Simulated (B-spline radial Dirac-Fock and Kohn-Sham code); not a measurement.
**An X-ray data sheet for Nd⁵⁴⁺, step by step**

Wanted for neodymium as Nd⁵⁴⁺: its X-ray form factor and Compton profile, the binding energy of each subshell and its two-hole states.

Program: B-spline radial Dirac-Fock and Kohn-Sham code, version 2. Model: a free atom or ion on a radial basis; each step names its model. All values are calculated, but those marked as tabulated.

**1. The system**

Nd⁵⁴⁺, configuration [He] 2s2 2p2.

- nuclear charge: 60
- electrons: 6
- mass number: 142
- nuclear rms radius: 4.9123 fm

**2. Scattering by the electron cloud**

Model: Dirac-Fock average of configuration, finite nucleus; form factor of the spherical density, Waller-Hartree incoherent function, impulse-approximation Compton profiles.

The run's settings:

```ini
task = scatter
Z = 60
charge = 54
configuration = 1s2 2s2 2p2
mass_number = 142
rms_radius = 4.9123  # fm
s = [0.0, 0.05, 0.1, 0.15, 0.2, 0.25, 0.3, 0.35, 0.4, 0.45, 0.5, 0.6, 0.7, 0.8, 0.9, 1.0, 1.1, 1.2, 1.4, 1.6, 1.8, 2.0, 2.5, 3.0, 3.5, 4.0, 5.0, 6.0]  # 1/A
pz = [0, 0.1, 0.2, 0.3, 0.4, 0.5, 0.6, 0.8, 1.0, 1.2, 1.4, 1.6, 1.8, 2.0, 2.5, 3.0, 4.0, 5.0, 7.0, 10.0, 15.0, 20.0, 30.0, 40.0, 60.0, 100.0]  # a.u.
photon_energy = [1000, 2000, 8047.8, 17479.3, 50000, 200000, 500000, 1000000]  # eV
```

From the run's result record (rounded, not every field):

```text
{
  "status": "converged",
  "form_factor [e]": [6.0, 5.9993, 5.997, 5.9933, 5.9881, 5.9814, 5.9732, 5.9636, 5.9525, 5.9399, 5.926, 5.8939, 5.8562, 5.8133, 5.7651, 5.7121, 5.6543, 5.592, 5.4551, 5.3035, 5.1396, 4.9657, 4.5031, 4.0285, 3.5712, 3.1521, 2.4695, 1.9981],
  "incoherent": [8.3411e-13, 0.001108, 0.0044302, 0.0099605, 0.017689, 0.027603, 0.039685, 0.053912, 0.070262, 0.088705, 0.10921, 0.15626, 0.21108, 0.27332, 0.34256, 0.41835, 0.50021, 0.58762, 0.77696, 0.982, 1.1983, 1.4215, 1.9841, 2.5142, 2.9805, 3.3705, 3.9376, 4.299],
  "compton_total [1/a.u.]": [0.16084, 0.16084, 0.16081, 0.16078, 0.16073, 0.16066, 0.16058, 0.16037, 0.16011, 0.15979, 0.15941, 0.15897, 0.15848, 0.15794, 0.15634, 0.15441, 0.14967, 0.14389, 0.13005, 0.10675, 0.071804, 0.048171, 0.02503, 0.014662, 0.0054401, 0.00096496],
  "shells": ["1s1/2", "2s1/2", "2p1/2", "2p3/2"],
  "occupation": [2.0, 2.0, 0.66667, 1.3333],
  "mean_momentum [a.u.]": [57.732, 21.616, 28.536, 26.6],
  "r2 [bohr^2]": 0.040551,
  "r_inverse [1/bohr]": 195.54,
  "r1 [bohr]": 0.40777,
  "coherent [b]": [23.941, 23.918, 23.455, 21.77, 12.976, 2.253, 0.47767, 0.1302],
  "incoherent_cross_section [b]": [0.00095368, 0.003791, 0.058492, 0.24732, 1.1197, 1.8616, 1.5893, 1.2234],
  "radial_jk": {
    "2p": {"j0": [1.0, 0.99984, 0.99937, 0.99858, 0.99748, 0.99607, 0.99435, 0.99231, 0.98997, 0.98733, 0.98438, 0.9776, 0.96966, 0.96058, 0.95042, 0.9392, 0.92698, 0.9138, 0.8848, 0.85264, 0.81781, 0.78078, 0.68191, 0.57981, 0.48069, 0.3891, 0.23825, 0.13338], "j2": [0.0, 6.3022e-05, 0.00025199, 0.00056661, 0.0010064, 0.0015707, 0.0022585, 0.0030689, 0.0040006, 0.0050521, 0.0062219, 0.0089086, 0.012044, 0.01561, 0.019585, 0.023944, 0.028663, 0.033713, 0.044693, 0.056636, 0.069287, 0.082385, 0.11542, 0.14608, 0.17165, 0.19054, 0.207, 0.1997], "r2": 0.0085523, "r4": 0.00014069, "r6": 3.7779e-06}
  }
}
```

The scattering functions against s = sin θ / λ:

```
s (1/Å)  f (e)  f / N      S(s)
      0  6.000  1.000         0
  0.100  5.997  1.000  0.004430
  0.200  5.988  0.998   0.01769
  0.300  5.973  0.996   0.03968
  0.400  5.952  0.992   0.07026
  0.500  5.926  0.988    0.1092
  0.700  5.856  0.976    0.2111
  0.900  5.765  0.961    0.3426
   1.10  5.654  0.942    0.5002
   1.40  5.455  0.909    0.7770
   1.80  5.140  0.857     1.198
   2.50  4.503  0.751     1.984
   3.50  3.571  0.595     2.980
   5.00  2.470  0.412     3.938
```

**3. Binding energies**

Model: Dirac-Fock average of configuration, Delta-SCF, finite nucleus, first-order Breit with its frequency dependence, self-energy and vacuum polarisation.

Settings, as recorded:

```ini
task = binding
```

From the run's result record (rounded, not every field):

```text
{
  "status": "converged",
  "shells": ["K", "L1", "L2,3"],
  "total_energy_parts [Ha]": [-5471.11443, 4.75540454, -0.272754638, -0.029849839, 6.14015882, -0.92714758],
  "koopmans [eV]": [49019.3, 11608.9, 11040.2],
  "dirac_coulomb [eV]": [49008.5, 11607.9, 11038.9],
  "gaunt [eV]": [-101.424, -11.2715, -14.4635],
  "retardation [eV]": [3.56065, 0.953937, 2.60926],
  "breit_frequency [eV]": [0.382971, -0.0910288, 0.478344],
  "self_energy [eV]": [-70.7527, -10.2062, -0.445243],
  "vacuum_polarisation [eV]": [10.8724, 1.44726, -0.020608],
  "binding [eV]": [48851.2, 11588.7, 11027.0],
  "mean_radius [bohr]": [0.0235322, 0.0963921, 0.0858686]
}
```

total_energy_parts: Dirac-Coulomb, Gaunt, retardation, frequency dependence, self-energy, vacuum polarisation. 

Each level as Koopmans' value plus corrections (eV):

```
level       -ε  relaxation   Breit     QED  binding
    K  49019.3      -10.76  -97.48  -59.88  48851.2
   L1  11608.9       -1.01  -10.41   -8.76  11588.7
 L2,3  11040.2       -1.26  -11.38   -0.47  11027.0
```

**4. Double vacancies and Auger multiplets**

Model: Dirac-Fock average of configuration, Delta-SCF, finite nucleus, first-order Breit with its frequency dependence, self-energy and vacuum polarisation; two-hole levels by intermediate coupling within the shell, Auger rates as independent-particle Coulomb matrix elements.

Settings, as recorded:

```ini
task = double
```

From the run's result record (rounded, not every field):

```text
{
  "status": "converged",
  "single_binding [eV]": {"K": 48851.18, "L1": 11588.73, "L2,3": 11027.05},
  "double_binding [eV]": {"KK": 98858.48, "L1L1": 23433.21}
}
```

Left out are hole states that did not converge, or in which two open shells of one symmetry are about equally filled, where the average of configuration falls too low.

Hole-hole repulsion U = E(ab) - E(a) - E(b), in eV:

```
holes   double  sum of singles       U
  K K  98858.5         97702.4  1156.1
L1 L1  23433.2         23177.5   255.7
```

**5. Results**

| quantity | value |
| --- | --- |
| rms radius of the electron cloud | 0.0822 bohr |
| form factor halves at | 4.2 1/Å |
| Compton profile at zero | 0.1608 1/a.u. |
| deepest level listed, K (1s) | 48851.2 eV |
| least bound, L2,3 (2p) | 11027.0 eV |
| ionisation energy, NIST (theoretical) | 11384.0 eV |
| largest U, K K | 1156.1 eV |

f falls from 6 to half of that at s = 4.2 1/Å. Incoherent scattering outweighs coherent from 500 keV on, among the energies asked. The K (1s) level lies 10.8 eV under Koopmans' value by relaxation alone; Breit gives -97.48 and QED -59.88 eV. NIST's ionisation energy differs by +356.95 eV from the least binding energy; the calculation averages open shells over their j components and terms. U runs from 255.7 eV (L1 L1) to 1156.1 eV (K K). The Hartree-Fock and Dirac-Fock values hold no electron correlation.
